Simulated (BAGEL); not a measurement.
# C2H4BFSi (SMILES C#C[SiH2]BF): levels of theory compared

Aim: a comparison of 3 runs (B3LYP/6-31G*, PBE0/6-31G*, RI-MP2/6-31G*) of C2H4BFSi. 

The calculation is run with BAGEL 1.2.2.

5 further runs of the same task are left out: 3 that didn't finish, 2 set aside as unsound or not needed.

## Step 1: The structure to begin with

C2H4BFSi: 9 atoms, total charge 0, spin state singlet. As SMILES, `C#C[SiH2]BF`. Geometry: relaxed at GFN2-xTB. This is one conformer, not always the lowest.

Bond lengths: C1–C2 1.203 Å, C2–Si3 1.857 Å, Si3–B4 1.980 Å, B4–F5 1.315 Å, C1–H6 1.053 Å, Si3–H7 1.474 Å, Si3–H8 1.473 Å, B4–H9 1.181 Å. Some angles: C1–C2–Si3 178.0°, C2–Si3–B4 109.9°, Si3–B4–F5 120.0°, C2–C1–H6 178.7°, C2–Si3–H7 105.5°, C2–Si3–H8 105.3°, B4–Si3–H7 114.0°, B4–Si3–H8 114.6°, Si3–B4–H9 126.3°, F5–B4–H9 113.7°.

## Step 2: The energy at B3LYP/6-31G(d) (density fitting with qzvpp-jkfit, spherical functions) (run 1)

job.json reads:

```json
{ "bagel": [

{
  "title": "molecule",
  "basis": "6-31gs.json",
  "df_basis": "qzvpp-jkfit",
  "angstrom": true,
  "geometry": [
    { "atom": "C", "xyz": [   -1.185180,    1.450590,    1.616630 ] },
    { "atom": "C", "xyz": [   -0.573450,    0.562470,    1.083680 ] },
    { "atom": "Si", "xyz": [    0.384770,   -0.768240,    0.212960 ] },
    { "atom": "B", "xyz": [    0.622910,   -0.288140,   -1.692960 ] },
    { "atom": "F", "xyz": [   -0.428090,   -0.126020,   -2.466990 ] },
    { "atom": "H", "xyz": [   -1.732370,    2.212000,    2.095500 ] },
    { "atom": "H", "xyz": [   -0.379720,   -2.010490,    0.428350 ] },
    { "atom": "H", "xyz": [    1.639540,   -0.904290,    0.972840 ] },
    { "atom": "H", "xyz": [    1.651590,   -0.127870,   -2.250000 ] }
  ]
},
{ "title": "ks", "xc_func": "b3lyp" },
{ "title": "print", "file": "orbitals.molden", "orbitals": true }

]}
```

The basis set 6-31G* is read from a file made from the Basis Set Exchange's data (not shown).

Command:

```bash
$ BAGEL_NUM_THREADS=1 BAGEL job.json > job.out
```

The log of the run:

```text
* using 1 threads per process

  ===============================================================
  ===============================================================

  *** Geometry ***

  { "atom" : "C", "xyz" : [     -2.239666,      2.741218,      3.054988 ] },
  { "atom" : "C", "xyz" : [     -1.083663,      1.062914,      2.047858 ] },
  { "atom" : "Si", "xyz" : [      0.727110,     -1.451763,      0.402436 ] },
[... 5 lines of this table left out ...]
  { "atom" : "H", "xyz" : [      3.121053,     -0.241639,     -4.251884 ] },

  Number of auxiliary basis functions:      502

  Since a DF basis is specified, we compute 2- and 3-index integrals:
    o Being stored without compression. Storage requirement is 0.027 GB

  Number of basis functions:       82
  Number of electrons      :       44

    * METHOD: MOLECULE                             0.22

  *** Kohn-Sham DFT ***

    * Removing 15689 points whose weight is below 1.00e-10
    * Grid points: 118465

  === Nuclear Repulsion ===
   173.0412812961

       - DIIS with orbital gradients will be used.

  === KS iteration (b3lyp / 6-31gs.json) ===
      0       -464.13223820          0.12800156           0.32
      1       -432.98658433          0.13861377           0.30
      2       -395.90676345          0.20646496           0.30
[... 18 lines of this table left out ...]
     21       -492.76201519          0.00000000           0.30
    * SCF iteration converged.

    * Permanent dipole moment:
           (   -0.111063,    -0.060225,     0.037686) a.u.

    * METHOD: KS                                   7.14

    * METHOD: PRINT                                0.01

  ===============================================================
```

Wall time 7.8 s (1 thread of Arm Neoverse V2, shared host); peak memory 0.46 GiB.

## Step 3: The energy at PBE0/6-31G(d) (density fitting with qzvpp-jkfit, spherical functions) (run 2)

Edit job.json of step 2 so:

```diff
@@ -19,3 +19,3 @@
 },
-{ "title": "ks", "xc_func": "b3lyp" },
+{ "title": "ks", "xc_func": "pbe0" },
 { "title": "print", "file": "orbitals.molden", "orbitals": true }
```

The basis set 6-31G* is read from a file made from the Basis Set Exchange's data (not shown).

Command:

```bash
$ BAGEL_NUM_THREADS=1 BAGEL job.json > job.out
```

The log of the run:

```text
* using 1 threads per process

  ===============================================================
  ===============================================================

  *** Geometry ***

  { "atom" : "C", "xyz" : [     -2.239666,      2.741218,      3.054988 ] },
  { "atom" : "C", "xyz" : [     -1.083663,      1.062914,      2.047858 ] },
  { "atom" : "Si", "xyz" : [      0.727110,     -1.451763,      0.402436 ] },
[... 5 lines of this table left out ...]
  { "atom" : "H", "xyz" : [      3.121053,     -0.241639,     -4.251884 ] },

  Number of auxiliary basis functions:      502

  Since a DF basis is specified, we compute 2- and 3-index integrals:
    o Being stored without compression. Storage requirement is 0.027 GB

  Number of basis functions:       82
  Number of electrons      :       44

    * METHOD: MOLECULE                             0.22

  *** Kohn-Sham DFT ***

    * Removing 15689 points whose weight is below 1.00e-10
    * Grid points: 118465

  === Nuclear Repulsion ===
   173.0412812961

       - DIIS with orbital gradients will be used.

  === KS iteration (pbe0 / 6-31gs.json) ===
      0       -463.79162225          0.12767372           0.30
      1       -432.83569894          0.13876830           0.29
      2       -395.96412854          0.20698616           0.29
[... 17 lines of this table left out ...]
     20       -492.38192406          0.00000001           0.30
    * SCF iteration converged.

    * Permanent dipole moment:
           (   -0.117475,    -0.059912,     0.028353) a.u.

    * METHOD: KS                                   6.73

    * METHOD: PRINT                                0.01

  ===============================================================
```

It took 7.2 s on 1 thread of Arm Neoverse V2, shared host; peak memory 0.46 GiB.

## Step 4: The energy at RI-MP2/6-31G(d) (density fitting with qzvpp-jkfit, spherical functions) (run 3)

input.json reads:

```json
{ "bagel": [

{
  "title": "molecule",
  "basis": "6-31gs.json",
  "df_basis": "qzvpp-jkfit",
  "angstrom": true,
  "geometry": [
    { "atom": "C", "xyz": [   -1.185180,    1.450590,    1.616630 ] },
    { "atom": "C", "xyz": [   -0.573450,    0.562470,    1.083680 ] },
    { "atom": "Si", "xyz": [    0.384770,   -0.768240,    0.212960 ] },
    { "atom": "B", "xyz": [    0.622910,   -0.288140,   -1.692960 ] },
    { "atom": "F", "xyz": [   -0.428090,   -0.126020,   -2.466990 ] },
    { "atom": "H", "xyz": [   -1.732370,    2.212000,    2.095500 ] },
    { "atom": "H", "xyz": [   -0.379720,   -2.010490,    0.428350 ] },
    { "atom": "H", "xyz": [    1.639540,   -0.904290,    0.972840 ] },
    { "atom": "H", "xyz": [    1.651590,   -0.127870,   -2.250000 ] }
  ]
},
{
  "title": "hf",
  "charge": 0
},
{
  "title": "mp2",
  "charge": 0,
  "ncore": 9
}

]}
```

The basis set 6-31G* is read from a file made from the Basis Set Exchange's data (not shown).

Command:

```bash
$ BAGEL_NUM_THREADS=1 BAGEL input.json > input.out
```

The log of the run:

```text
* using 1 threads per process

  ===============================================================
  ===============================================================

  *** Geometry ***

  { "atom" : "C", "xyz" : [     -2.239666,      2.741218,      3.054988 ] },
  { "atom" : "C", "xyz" : [     -1.083663,      1.062914,      2.047858 ] },
  { "atom" : "Si", "xyz" : [      0.727110,     -1.451763,      0.402436 ] },
[... 5 lines of this table left out ...]
  { "atom" : "H", "xyz" : [      3.121053,     -0.241639,     -4.251884 ] },

[... 23 lines left out ...]
    * SCF iteration converged.
[... 1 line left out ...]
    * Permanent dipole moment:
[... 2 lines left out ...]
    * METHOD: HF                                   1.01

  *** RHF ***

  === Nuclear Repulsion ===
   173.0412812961

      * DIIS with orbital gradients will be used.

  === RHF iteration (6-31gs.json) ===
      0       -491.07380580          0.00000000           0.05
    * SCF iteration converged.

    * Permanent dipole moment:
           (   -0.217522,    -0.063483,    -0.053903) a.u.

  === DF-MP2 calculation ===

    * freezing 9 orbitals
    * 3-index integral transformation done
    * assembly done

      MP2 correlation energy:   -0.5591798521      0.03

      MP2 total energy:       -491.6329856571

    * METHOD: MP2                                  0.16

  ===============================================================
```

Wall time 1.6 s (1 thread of Arm Neoverse V2, shared host); peak memory 0.12 GiB.

## Step 5: All runs side by side

```tsv
run	level	frozen core orbitals	energy (Eh)	dipole moment (D)	HOMO energy (eV)	LUMO energy (eV)	wall time
1	B3LYP/6-31G* (density fitting with qzvpp-jkfit, spherical functions)	–	-492.762015	0.34	-7.39	-1.86	7.8 s
2	PBE0/6-31G* (density fitting with qzvpp-jkfit, spherical functions)	–	-492.381924	0.34	-7.68	-1.71	7.2 s
3	RI-MP2/6-31G* (density fitting with qzvpp-jkfit, spherical functions)	9	-491.632986	–	–	–	1.6 s
```

## Step 6: What came out

| quantity | value |
| --- | --- |
| run 3: total energy | -491.63299 Eh |
| run 3: correlation energy (9 core orbitals frozen) | -559.2 mEh |

Totals of different functionals can't be ranked against each other. All runs together took 17 s, the longest 7.8 s.
